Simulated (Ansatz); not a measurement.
# H: the cost of one run

Method: DFT r2SCAN+D3(BJ), plane waves, PAW, scalar-relativistic, no spin polarisation, in Ansatz 0.2.0.

## 1. Starting point

The cell holds 16 atoms (H16): a = 6.415 Å, b = 6.415 Å, c = 6.415 Å, α = 90.00°, β = 90.00°, γ = 90.00°.

As a file:

```
CELL_PARAMETERS angstrom
6.41507 0.00000 0.00000
0.00000 6.41507 0.00000
0.00000 0.00000 6.41507
ATOMIC_POSITIONS crystal
H 0.16244 0.33025 0.59638
H 0.24686 0.28055 0.53630
H 0.34555 0.73831 0.73085
H 0.26142 0.67152 0.69005
H 0.65233 0.98744 0.71343
H 0.64033 0.98296 0.59924
H 0.33215 0.67891 0.10881
H 0.30088 0.59945 0.03192
H 0.43267 0.03474 0.09492
H 0.39235 0.01618 0.98893
H 0.94710 0.55824 0.48849
H 0.01690 0.60220 0.40849
H 0.90945 0.15577 0.34856
H 0.85924 0.06905 0.29233
H 0.71610 0.29691 0.79514
H 0.78240 0.26031 0.70872
```

## 2. Preparing the start

The input, input.yaml:

```yaml
accuracy: low
crystal:
  lattice:
    - [6.415069, 0.0, 0.0]
    - [0.0, 6.415069, 0.0]
    - [0.0, 0.0, 6.415069]
  atoms:
    - { symbol: H, position: [0.1624448, 0.3302465, 0.5963784] }
    - { symbol: H, position: [0.2468583, 0.2805463, 0.536304] }
    - { symbol: H, position: [0.3455538, 0.7383142, 0.7308473] }
    - { symbol: H, position: [0.2614209, 0.671519, 0.690046] }
    - { symbol: H, position: [0.6523321, 0.9874387, 0.7134339] }
    - { symbol: H, position: [0.6403273, 0.9829635, 0.5992388] }
    - { symbol: H, position: [0.3321478, 0.6789135, 0.1088143] }
    - { symbol: H, position: [0.3008772, 0.5994497, 0.0319226] }
    - { symbol: H, position: [0.4326683, 0.0347445, 0.0949248] }
    - { symbol: H, position: [0.3923527, 0.0161792, -0.0110689] }
    - { symbol: H, position: [0.9470988, 0.5582377, 0.4884913] }
    - { symbol: H, position: [1.0168982, 0.6021989, 0.4084904] }
    - { symbol: H, position: [0.9094507, 0.1557744, 0.3485634] }
    - { symbol: H, position: [0.8592357, 0.069048, 0.2923348] }
    - { symbol: H, position: [0.7160966, 0.2969102, 0.7951369] }
    - { symbol: H, position: [0.7824048, 0.2603102, 0.7087173] }
basis:
  ecutwfc: 500.0
kpoints:
  mp_grid: { grid: [1, 1, 1] }
hamiltonian:
  xc: r2scan
  dispersion: d3bj
scf:
  occupations: { method: fermi_dirac, width: 0.02 }
  lower_state_search: "off"
relax:
  f_tol: 0.3
  max_steps: 15
  adjacent_minimum: "off"
```

Command:

```
$ ansatz run input.yaml --threads 1 --pin off --max-ram 3072MiB --backend cpu --events-out ev --progress --plain --runs-dir out
```

What time and memory should one allow on 1 thread of Intel Xeon 6975P-C (Granite Rapids), shared host?

About 17 s, with a peak of 0.4 GiB.
